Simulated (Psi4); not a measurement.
# H2 (hydrogen) at CCSD(T)/cc-pVTZ (sweep point 9)

Aim: the vertical singlet–triplet gap of H2 (hydrogen) at CCSD(T)/cc-pVTZ (sweep point 9), from 2 runs. The job is set up through a Python script.

The results are computed with Psi4 1.11.

### 1 The structure to begin with

H2: 2 atoms, total charge 0, spin state singlet. As SMILES, `[H][H]`. Geometry: relaxed at PBE0-D4/def2-TZVP.

Bond lengths: H1–H2 0.746 Å.

### 2 The energy at CCSD(T)/cc-pVTZ (sweep point 9)

Input file calc.py:

```python
import psi4

psi4.set_memory('1600 MB')
psi4.set_num_threads(1)
psi4.core.set_output_file('psi4.out', False)

mol = psi4.geometry("""
H      0.319300    -0.099200     0.165500
H     -0.319300     0.099200    -0.165500
symmetry c1
""")

options = {'basis': 'cc-pVTZ', 'reference': 'rhf', 'puream': True, 'scf_type': 'pk', 'num_frozen_docc': 0}
psi4.set_options(options)

energy_value = psi4.energy('ccsd(t)', molecule=mol)
print(f'total energy {energy_value:.8f} hartree = {energy_value * 27.211386:.5f} eV')
```

On the command line:

```console
python calc.py
```

psi4.out:

```text
[...]
  Running in c1 symmetry.
[...]
  Nuclear repulsion =    0.709214241018519
[...]
  Multiplicity = 1
[...]
  Nalpha       = 1
  Nbeta        = 1
[...]
    Number of basis functions: 28
[...]
   @RHF iter   1:    -1.12999081409493   -2.86946e-01   1.68672e-03 ADIIS/DIIS
[...]
   @RHF iter   6:    -1.13289362040715   -4.20752e-12   6.19309e-09 DIIS
[...]
    Orbital Energies [Eh]
    ---------------------
    Doubly Occupied:
       1A     -0.592803
    Virtual:
       2A      0.166391     3A      0.305572     4A      0.641480
       5A      0.692043     6A      0.692043     7A      1.094966
       8A      1.119104     9A      1.119104    10A      1.527502
      11A      2.337272    12A      2.410096    13A      3.174709
      14A      3.174709    15A      3.409119    16A      3.409119
      17A      3.672816    18A      3.897990    19A      3.897990
      20A      4.078798    21A      4.078798    22A      4.109233
      23A      4.109233    24A      4.639518    25A      5.709055
[...]
  @RHF Final Energy:    -1.13289362040715
   => Energetics <=
    Nuclear Repulsion Energy =              0.7092142410185193
    One-Electron Energy =                  -2.4986102543459978
    Two-Electron Energy =                   0.6565023929203297
    Total Energy =                         -1.1328936204071489
[...]
 Multipole Moments:
 ------------------------------------------------------------------------------------
     Multipole            Electronic (a.u.)      Nuclear  (a.u.)        Total (a.u.)
 ------------------------------------------------------------------------------------
 L = 1.  Multiply by 2.5417464519 to convert [e a0] to [Debye]
 Dipole X            :          0.0000000            0.0000000            0.0000000
 Dipole Y            :          0.0000000            0.0000000            0.0000000
 Dipole Z            :          0.0000000            0.0000000            0.0000000
 Magnitude           :                                                    0.0000000
[...]
      * MP2 total energy                      =   -1.164592750372226
[...]
      * CCSD total energy                     =   -1.172328533084254
[...]
      * CCSD(T) total energy                  =   -1.172328533084254
```

On the terminal:

```text
total energy -1.17232853 hartree = -31.90068 eV
```

Run time: 1.3 s. Hardware: 1 thread of Intel Xeon 6975P-C (Granite Rapids), shared host; peak memory 0.19 GiB.

### 3 The triplet

Input file job.py:

```python
import psi4

psi4.set_memory(1600000000)
psi4.set_num_threads(1)
psi4.core.set_output_file('h2.out', False)

m = psi4.geometry("""
0 3
H      0.319300    -0.099200     0.165500
H     -0.319300     0.099200    -0.165500
symmetry c1
""")

options = {'basis': 'cc-pVTZ', 'reference': 'uhf', 'puream': True, 'scf_type': 'pk', 'num_frozen_docc': 0, 'maxiter': 150}
psi4.set_options(options)

e_tot = psi4.energy("ccsd(t)", molecule=m)
print(f'total energy {e_tot:.8f} hartree = {e_tot * 27.211386:.5f} eV')
```

On the command line:

```console
python job.py
```

h2.out:

```text
[...]
  Running in c1 symmetry.
[...]
  Nuclear repulsion =    0.709214241018519
[...]
  Multiplicity = 3
[...]
  Nalpha       = 2
  Nbeta        = 0
[...]
    Number of basis functions: 28
[...]
   @UHF iter   1:    -0.73775626377358    1.05288e-01   6.21682e-03 ADIIS/DIIS
[...]
   @UHF iter   8:    -0.77689974469475   -1.39444e-13   6.47629e-10 DIIS
[...]
   @S^2 Observed:                2.000000000E+00
[...]
    Orbital Energies [Eh]
    ---------------------
    Alpha Occupied:
       1A     -0.897968     2A     -0.212871
    Alpha Virtual:
       3A      0.221453     4A      0.463085     5A      0.554933
       6A      0.554933     7A      0.961242     8A      1.003473
       9A      1.003473    10A      1.466065    11A      2.142129
      12A      2.187520    13A      2.988587    14A      2.988587
      15A      3.168486    16A      3.168486    17A      3.492837
      18A      3.747539    19A      3.747539    20A      3.919180
      21A      3.919180    22A      3.950229    23A      3.950229
      24A      4.495330    25A      5.524577    26A      5.524577
[...]
  @UHF Final Energy:    -0.77689974469475
   => Energetics <=
    Nuclear Repulsion Energy =              0.7092142410185193
    One-Electron Energy =                  -1.8613897460836406
    Two-Electron Energy =                   0.3752757603703729
    Total Energy =                         -0.7768997446947485
  UHF NO Occupations:
  HONO-1 :    1  A 1.0000000
  HONO-0 :    2  A 1.0000000
[...]
 Multipole Moments:
 ------------------------------------------------------------------------------------
     Multipole            Electronic (a.u.)      Nuclear  (a.u.)        Total (a.u.)
 ------------------------------------------------------------------------------------
 L = 1.  Multiply by 2.5417464519 to convert [e a0] to [Debye]
 Dipole X            :          0.0000000            0.0000000            0.0000000
 Dipole Y            :         -0.0000000            0.0000000           -0.0000000
 Dipole Z            :          0.0000000            0.0000000            0.0000000
 Magnitude           :                                                    0.0000000
[...]
      * MP2 total energy                      =   -0.780765813264848
[...]
      * CCSD total energy                     =   -0.782185717627383
[...]
      * CCSD(T) total energy                     =   -0.782185717627383
```

The script printed:

```text
total energy -0.78218572 hartree = -21.28436 eV
```

It took 1.4 s on 1 thread of Intel Xeon 6975P-C (Granite Rapids), shared host; peak memory 0.19 GiB.

### 4 What came out

Level: CCSD(T)/cc-pVTZ (sweep point 9).

| quantity | value |
| --- | --- |
| singlet: total energy | -1.17233 Eh |
| singlet: HOMO energy (Hartree–Fock orbitals) | -16.13 eV |
| singlet: LUMO energy (Hartree–Fock orbitals) | 4.53 eV |
| singlet: HOMO–LUMO gap (Hartree–Fock orbitals) | 20.66 eV |
| singlet: correlation energy | -39.4 mEh |
| singlet: (T) correction | 0.00 mEh |
| singlet: T1 diagnostic | 0.006 |
| triplet: total energy | -0.78219 Eh |
| triplet: HOMO energy (Hartree–Fock orbitals) (highest over α and β) | -5.79 eV |
| triplet: correlation energy | -5.3 mEh |
| triplet: ⟨S²⟩ of the reference determinant | 2.000 |
| triplet: T1 diagnostic | 0.001 |
| vertical energy of the triplet above the singlet | 10.616 eV |

In words: At this shape the triplet lies 10.62 eV (245 kcal/mol) above the singlet. The triples (singlet) make up 0.0 % of the correlation energy.
